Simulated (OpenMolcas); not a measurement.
# Co²⁺ among point charges: CASSCF levels and susceptibility

Aim: the splitting of the states of Co²⁺ in the field of 6 point charges, its lowest levels with spin-orbit coupling and its magnetic susceptibility.

Program: OpenMolcas 26.06. Level of theory: state-averaged CASSCF, spin-orbit coupling by RASSI with atomic mean-field integrals. These are calculated values, not measurements, unless marked.

## 1. Starting point

```
Species                           : Co²⁺ (cobalt, Z = 27, 25 electrons)
Basis                             : ANO-RCC-VDZP [5s4p2d1f], 34 functions
Scalar Hamiltonian                : DKH2, point nucleus
Inactive shells                   : 1s 2s 2p 3s 3p
Active space                      : 7 electrons in 5 orbitals (3d)
Some configurations of this space : 3d7
Orbitals                          : optimised for each spin and parity, averaged over all roots
```

Outer shells as boxes (Hund's rule):

3d7
```
3d [↑↓][↑↓][↑ ][↑ ][↑ ]
```

The ion sits among 6 point charges of -2 e arranged as a tetragonal octahedron (D4h), 1.62 Å from the ion, with the axial distance 1.604 Å. The active orbitals were held to one l.

Each step is its own input file, run in one work folder so that later steps find the files of earlier ones. Only the result sections of each output are shown. Labels, J, g values, rates, χT and fits are worked out afterwards by a script from the matrices that RASSI stores. The input lists half of the charges; inversion (Group=XYZ) makes the rest.

## 2. GATEWAY and SEWARD: basis and integrals

Input file a.inp:

```
&GATEWAY
Coord
1

Co 0.0 0.0 0.0
Basis=ANO-RCC-VDZP
Group=XYZ
NoMove
AngMom=0.0 0.0 0.0
AMFI
XField
3 Angstrom 0
1.620000 0.000000 0.000000 -2.000000
0.000000 1.620000 0.000000 -2.000000
0.000000 0.000000 1.603800 -2.000000
&SEWARD
```

Launch:

```
$ OMP_NUM_THREADS=1 MOLCAS_MEM=1689 MOLCAS_PROJECT=a pymolcas a.inp > a.log
```

## 3. Reference wave functions, quartets of even parity, 10 roots

Input file a.inp:

```
&RASSCF
FileOrb=start.orb
Symmetry=1
Spin=4
nActEl=7 0 0
Inactive=3 6
Ras2=5 0
CIRoot=10 10 1
SDav=10
CIMx=300
Iter=120 100
PrWF=0.3
OrbListing=Nothing
MaxOrb=0
SupSym
1
10 4 5 6 7 8 11 12 13 14 15
0
>>> COPY $Project.JobIph JOB001
```

start.orb holds the contracted functions of the basis, ordered by shell, or the orbitals of the step before.

## 4. Reference wave functions, doublets of even parity, 40 roots

Input file a.inp:

```
&RASSCF
FileOrb=start.orb
Symmetry=1
Spin=2
nActEl=7 0 0
Inactive=3 6
Ras2=5 0
CIRoot=40 40 1
SDav=40
CIMx=300
Iter=120 100
PrWF=0.3
OrbListing=Nothing
MaxOrb=0
SupSym
1
10 4 5 6 7 8 11 12 13 14 15
0
>>> COPY $Project.JobIph JOB002
```

## 5. State interaction with spin-orbit coupling

Input file a.inp:

```
&RASSI
NrOfJobIphs=2 10 40
1 2 3 4 5 6 7 8 9 10
1 2 3 4 5 6 7 8 9 10 11 12 13 14 15 16 17 18 19 20 21 22 23 24 25 26 27
28 29 30 31 32 33 34 35 36 37 38 39 40
IphNames
JOB001
JOB002
EJob
SpinOrbit
DIPRint=1.0
SOCoupling=1000.0
Subsets=2
Property=9
'ANGMOM' 1 'ANGMOM' 2 'ANGMOM' 3 'MLTPL  1' 1 'MLTPL  1' 2 'MLTPL  1' 3
'AMFI' 1 'AMFI' 2 'AMFI' 3
SOProperty=3
'ANGMOM' 1 'ANGMOM' 2 'ANGMOM' 3
```

Q: Predict the outcome of this session. Wanted: spin-free ground state; first state of the same spin within the active space; lowest level; next level.

The runs gave:

| quantity | value |
| --- | --- |
| method | CASSCF |
| spin-free ground state | 4E, 2-fold in its orbital part |
| first state of the same spin within the active space | 4A2 at 291 cm⁻¹ |
| lowest level | 2-fold E1/2, g = 3.54, 3.54, 5.92 |
| next level | 294.1 cm⁻¹ |
| χT at 300 K | 3.43 cm³ K/mol |
| effective moment at 300 K | 5.24 μB |

The spin-free ground state (4E) comes to 96 % from free-ion F terms and keeps the highest spin of the shell. χT at 300 K is 3.43, against 1.88 cm³ K/mol for the spin alone, so orbital moment adds to it. An active space of the d shell alone favours high spin; real ions in strong fields can be low spin. Point charges leave out covalency, so the field and the spin state can differ from those of real complexes. With metal d orbitals alone active, the gaps between spin states are rough; where two lie within a few thousand cm-1, their order is open. Point charges carry no covalency, so the field is a model and not that of real ligands.
